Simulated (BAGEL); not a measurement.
**HF/3-21G (density fitting with qzvpp-jkfit) run of CH4BFN2 (SMILES FB1NCN1)**

What is the vertical ionisation energy of CH4BFN2 at HF/3-21G (density fitting with qzvpp-jkfit)? 

The results are computed with BAGEL 1.2.2.

1 further run of the same task is left out (set aside as unsound or not needed).

**1. The system as given**

The species is CH4BFN2 (9 atoms), meant as a singlet with charge 0. As SMILES, `FB1NCN1`. The coordinates come from a PBE0-D4/def2-TZVP relaxation.

Bond lengths: F1–B2 1.323 Å, B2–N3 1.428 Å, N3–C4 1.464 Å, B2–N5 1.428 Å, C4–N5 1.464 Å, N3–H6 1.004 Å, C4–H7 1.095 Å, C4–H8 1.095 Å, N5–H9 1.004 Å. Some angles: F1–B2–N3 132.9°, F1–B2–N5 132.9°, N3–B2–N5 94.2°, B2–N3–C4 87.3°, N3–C4–N5 91.2°, B2–N5–C4 87.3°, B2–N3–H6 134.0°, C4–N3–H6 123.3°, N3–C4–H7 114.1°, N3–C4–H8 113.3°.

**2. A single-point energy at HF/3-21G (density fitting with qzvpp-jkfit)**

input.json reads:

```json
{ "bagel" : [

{
  "title" : "molecule",
  "basis" : "3-21g",
  "df_basis" : "qzvpp-jkfit",
  "angstrom" : true,
  "geometry" : [
    { "atom" : "F", "xyz" : [    1.881300,   -0.113600,    1.551000 ] },
    { "atom" : "B", "xyz" : [    0.864300,   -0.054700,    0.707100 ] },
    { "atom" : "N", "xyz" : [    0.760400,    0.328200,   -0.664900 ] },
    { "atom" : "C", "xyz" : [   -0.670600,    0.034300,   -0.566500 ] },
    { "atom" : "N", "xyz" : [   -0.526700,   -0.350900,    0.838800 ] },
    { "atom" : "H", "xyz" : [    1.306500,    0.137700,   -1.485600 ] },
    { "atom" : "H", "xyz" : [   -1.002900,   -0.788500,   -1.208900 ] },
    { "atom" : "H", "xyz" : [   -1.304900,    0.913000,   -0.726200 ] },
    { "atom" : "H", "xyz" : [   -1.219100,   -0.152000,    1.538000 ] }
  ]
},
{
  "title" : "hf"
},
{
  "title" : "print",
  "file" : "orbitals.molden",
  "orbitals" : true
}

]}
```

Run with:

```console
$ BAGEL_NUM_THREADS=1 BAGEL input.json > input.out
```

Log:

```text
* using 1 threads per process

  ===============================================================
  ===============================================================

  *** Geometry ***

  { "atom" : "F", "xyz" : [      3.555142,     -0.214673,      2.930965 ] },
  { "atom" : "B", "xyz" : [      1.633290,     -0.103368,      1.336225 ] },
  { "atom" : "N", "xyz" : [      1.436948,      0.620208,     -1.256479 ] },
  { "atom" : "C", "xyz" : [     -1.267250,      0.064818,     -1.070530 ] },
  { "atom" : "N", "xyz" : [     -0.995319,     -0.663105,      1.585102 ] },
  { "atom" : "H", "xyz" : [      2.468927,      0.260215,     -2.807377 ] },
  { "atom" : "H", "xyz" : [     -1.895206,     -1.490049,     -2.284490 ] },
  { "atom" : "H", "xyz" : [     -2.465904,      1.725320,     -1.372319 ] },
  { "atom" : "H", "xyz" : [     -2.303765,     -0.287238,      2.906399 ] },

  Number of auxiliary basis functions:      453

  Since a DF basis is specified, we compute 2- and 3-index integrals:
    o Being stored without compression. Storage requirement is 0.010 GB

  Number of basis functions:       53
  Number of electrons      :       38

    * METHOD: MOLECULE                             0.15

  *** RHF ***

  === Nuclear Repulsion ===
   166.0363217946

      * DIIS with orbital gradients will be used.

  === RHF iteration (3-21g) ===
      0       -271.66430760          0.02711784           0.03
      1       -271.78795019          0.01323513           0.03
      2       -271.81783695          0.00145457           0.03
      3       -271.81854548          0.00027976           0.03
      4       -271.81856717          0.00008174           0.03
      5       -271.81857037          0.00001776           0.03
      6       -271.81857053          0.00000667           0.03
      7       -271.81857056          0.00000196           0.03
      8       -271.81857056          0.00000048           0.03
      9       -271.81857056          0.00000021           0.03
     10       -271.81857056          0.00000006           0.03
     11       -271.81857056          0.00000003           0.03
     12       -271.81857056          0.00000001           0.03
    * SCF iteration converged.

    * Permanent dipole moment:
           (    0.739620,    -0.042797,     0.613866) a.u.

    * METHOD: HF                                   0.49

    * METHOD: PRINT                                0.01

  ===============================================================
```

It took 0.78 s on 1 thread of Arm Neoverse V1, shared host; peak memory 0.081 GiB.

**3. The doublet cation at the same level**

hf.json reads:

```json
{ "bagel" : [

{
  "title" : "molecule",
  "basis" : "3-21g",
  "df_basis" : "qzvpp-jkfit",
  "angstrom" : true,
  "geometry" : [
    { "atom" : "F", "xyz" : [    1.881300,   -0.113600,    1.551000 ] },
    { "atom" : "B", "xyz" : [    0.864300,   -0.054700,    0.707100 ] },
    { "atom" : "N", "xyz" : [    0.760400,    0.328200,   -0.664900 ] },
    { "atom" : "C", "xyz" : [   -0.670600,    0.034300,   -0.566500 ] },
    { "atom" : "N", "xyz" : [   -0.526700,   -0.350900,    0.838800 ] },
    { "atom" : "H", "xyz" : [    1.306500,    0.137700,   -1.485600 ] },
    { "atom" : "H", "xyz" : [   -1.002900,   -0.788500,   -1.208900 ] },
    { "atom" : "H", "xyz" : [   -1.304900,    0.913000,   -0.726200 ] },
    { "atom" : "H", "xyz" : [   -1.219100,   -0.152000,    1.538000 ] }
  ]
},
{ "title" : "uhf", "charge" : 1, "nopen" : 1 },
{ "title" : "print", "file" : "orbitals.molden", "orbitals" : true }

]}
```

Run with:

```console
$ BAGEL_NUM_THREADS=1 BAGEL hf.json > hf.out
```

Log:

```text
* using 1 threads per process

  ===============================================================
  ===============================================================

  *** Geometry ***

  { "atom" : "F", "xyz" : [      3.555142,     -0.214673,      2.930965 ] },
  { "atom" : "B", "xyz" : [      1.633290,     -0.103368,      1.336225 ] },
  { "atom" : "N", "xyz" : [      1.436948,      0.620208,     -1.256479 ] },
  { "atom" : "C", "xyz" : [     -1.267250,      0.064818,     -1.070530 ] },
  { "atom" : "N", "xyz" : [     -0.995319,     -0.663105,      1.585102 ] },
  { "atom" : "H", "xyz" : [      2.468927,      0.260215,     -2.807377 ] },
  { "atom" : "H", "xyz" : [     -1.895206,     -1.490049,     -2.284490 ] },
  { "atom" : "H", "xyz" : [     -2.465904,      1.725320,     -1.372319 ] },
  { "atom" : "H", "xyz" : [     -2.303765,     -0.287238,      2.906399 ] },

  Number of auxiliary basis functions:      453

  Since a DF basis is specified, we compute 2- and 3-index integrals:
    o Being stored without compression. Storage requirement is 0.010 GB

  Number of basis functions:       53
  Number of electrons      :       38

    * METHOD: MOLECULE                             0.15

  *** Open-shell HF ***

  === Nuclear Repulsion ===
   166.0363217946

      * DIIS with orbital gradients will be used.

  === UHF iteration (3-21g) ===
      0       -271.29029188          0.04928082           0.06
      1       -271.41132189          0.02842501           0.06
      2       -271.43679202          0.01583302           0.06
      3       -271.44832582          0.00157727           0.06
      4       -271.44918090          0.00094163           0.06
      5       -271.44948958          0.00055742           0.06
      6       -271.44974670          0.00012676           0.06
      7       -271.44975967          0.00007019           0.06
      8       -271.44976454          0.00005522           0.06
      9       -271.44976614          0.00006731           0.06
     10       -271.44976423          0.00004236           0.06
     11       -271.44976389          0.00001418           0.06
     12       -271.44976399          0.00001019           0.06
     13       -271.44976401          0.00000437           0.06
     14       -271.44976402          0.00000320           0.06
     15       -271.44976403          0.00000218           0.06
     16       -271.44976403          0.00000229           0.06
     17       -271.44976403          0.00000113           0.06
     18       -271.44976403          0.00000074           0.06
     19       -271.44976403          0.00000028           0.06
     20       -271.44976403          0.00000005           0.06
     21       -271.44976403          0.00000005           0.06
     22       -271.44976403          0.00000001           0.06
     23       -271.44976403          0.00000001           0.06
    * SCF iteration converged.

    * S^2 (UHF) is 0.7641

    * Permanent dipole moment:
           (    1.568535,    -0.090817,     1.301846) a.u.

    * METHOD: UHF                                  1.47

    * METHOD: PRINT                                0.01

  ===============================================================
```

Wall time 1.8 s (1 thread of Arm Neoverse V1, shared host); peak memory 0.081 GiB.

**4. What came out**

At HF/3-21G (density fitting with qzvpp-jkfit):

```
                                          quantity          value
                     singlet CH4BFN2: total energy  -271.81857 Eh
                    singlet CH4BFN2: dipole moment         2.45 D
                      singlet CH4BFN2: HOMO energy      -10.70 eV
                      singlet CH4BFN2: LUMO energy        6.62 eV
                    singlet CH4BFN2: HOMO–LUMO gap       17.33 eV
                      doublet cation: total energy  -271.44976 Eh
                              doublet cation: ⟨S²⟩          0.764
vertical ionisation energy (to the doublet cation)      10.036 eV
```

In words: Removing an electron at fixed nuclei costs 10.04 eV (231 kcal/mol). The negative HOMO energy of the first species, 10.70 eV, lies 0.67 eV above that difference.
